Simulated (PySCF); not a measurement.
# C5H14GeO (GeH2Me(OtBu)): the cost of one run

Computed with PySCF 2.14.0, with density-fitted response routines of our own, on a single molecule in the gas phase. Atoms count from 0, in the outputs and in this text.

## Step 1: Starting geometry

21 atoms, charge 0, multiplicity 1; geometry from: GFN2-xTB. The atoms were then displaced at random by about 0.03 Å, so the start is not that level's minimum.

Bonds of the start (Å): Ge0–H1 1.50, Ge0–H2 1.42, Ge0–C3 2.00, Ge0–O7 1.68, C3–H4 1.03, C3–H5 1.19, C3–H6 1.08, O7–C8 1.42, C8–C9 1.51, C8–C10 1.58, C8–C11 1.57, C9–H12 1.03, C9–H13 1.07, C9–H14 1.08, C10–H15 1.08, C10–H16 1.05, C10–H17 1.10, C11–H18 1.05, C11–H19 1.09, C11–H20 1.07.

## Step 2: Geometry optimisation at PBE0-D3(BJ)/def2-SVP

The job: settings as JSON, then the geometry in Å.

```
{"job": {"xc": "PBE0", "basis": "def2-SVP", "d3": "d3bj", "grid": 1, "maxiter": 40, "shake": 0.03, "kind": "geom"}, "charge": 0, "multiplicity": 1}
Ge     0.471760     1.793350     0.237980
H      0.451070     1.968870     1.731510
H      1.780480     1.932070    -0.303120
C     -0.685620     3.179750    -0.628060
H     -0.505320     4.172140    -0.407700
H     -1.817310     3.027520    -0.287400
H     -0.736510     3.050120    -1.697500
O     -0.283510     0.376690    -0.262170
C      0.002190    -0.969380     0.086980
C     -0.089720    -1.269870     1.560070
C     -1.048570    -1.843920    -0.696070
C      1.432840    -1.300810    -0.455310
H      0.013360    -2.283950     1.706440
H      0.611920    -0.657310     2.077280
H     -1.082000    -1.022840     1.897390
H     -2.023680    -1.548560    -0.352080
H     -0.830050    -2.860160    -0.567310
H     -0.994690    -1.602970    -1.769120
H      2.137210    -0.731950     0.081300
H      1.417550    -1.037060    -1.517400
H      1.591850    -2.355740    -0.365280
```

The run is started by

```
OMP_NUM_THREADS=2 python probes_run.py task.json out
```

This one command runs all jobs of the session in turn.

Q: Estimate the wall time and peak memory of this first job on 2 threads of Intel Xeon 6975P-C, shared host.

About 63 s, with a peak of 0.86 GiB.
